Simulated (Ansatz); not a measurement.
Crystal: HfMoC2.

```
Hf Mo C
1.0
     3.19142    0.00000    0.00000
     0.00000    3.19142    0.00000
     0.00000    0.00000    4.48516
Hf Mo C
1 1 2
Cartesian
  0.0000 0.0000 0.0000
  1.5957 1.5957 2.2426
  1.5957 1.5957 0.0000
  0.0000 0.0000 2.2426
```

The cell comes from a database or a generator and needn't be the stable form of this composition.

| Item | Value |
| --- | --- |
| Program | Ansatz 0.2.0 |
| Task | relaxation of cell and atoms |
| Functional | PBEsol |
| Potentials or basis | Ansatz PAW |
| Cutoff | 420 eV (not typed: the program's choice for these potentials) |
| k mesh | 8 × 8 × 6 |
| Occupations | fermi-dirac, width 0.05 eV |
| Spin | no spin polarisation |
| Hubbard terms | Hf d U = 3 eV, Mo d U = 3 eV |

At the start: volume 11.42 Å³/atom.

Task: How do energy, volume and symmetry change on relaxing?

Result: It ends after 6 steps and the volume is 11.18 Å³/atom (-2.1 %); space group P4/mmm (No. 123, to 0.05 Å).

The path:
| step | energy change (eV) | largest force (eV/Å) | volume (Å³) |
| --- | --- | --- | --- |
| 1 | 0.0000 | 0.0000 | 45.68 |
| 2 | -0.0189 | 0.0000 | 44.25 |
| 3 | -0.0225 | 0.0000 | 44.71 |
| 4 | -0.0226 | 0.0000 | 44.71 |
| 5 | -0.0226 | 0.0000 | 44.71 |
| 6 | -0.0211 | 0.0000 | 44.71 |

Final structure:
```yaml
crystal:
  lattice:
    - [3.17711, 0.00000, 0.00000]
    - [0.00000, 3.17711, 0.00000]
    - [0.00000, 0.00000, 4.42983]
  atoms:
    - { symbol: Hf, position: [0.00000, 0.00000, 0.00000] }
    - { symbol: Mo, position: [0.50000, 0.50000, 0.50000] }
    - { symbol: C, position: [0.50000, 0.50000, 0.00000] }
    - { symbol: C, position: [0.00000, 0.00000, 0.50000] }
```

Caveat: the plane-wave basis is chosen anew once the cell has moved, so the energies of steps on either side of that aren't comparable; U without spin polarisation on a metal has little footing; the PAW data sets come from PBE, with cores solved anew for the run's functional, which leaves a small shift of forces and pressure; the U is typed as a test and isn't derived for this compound.
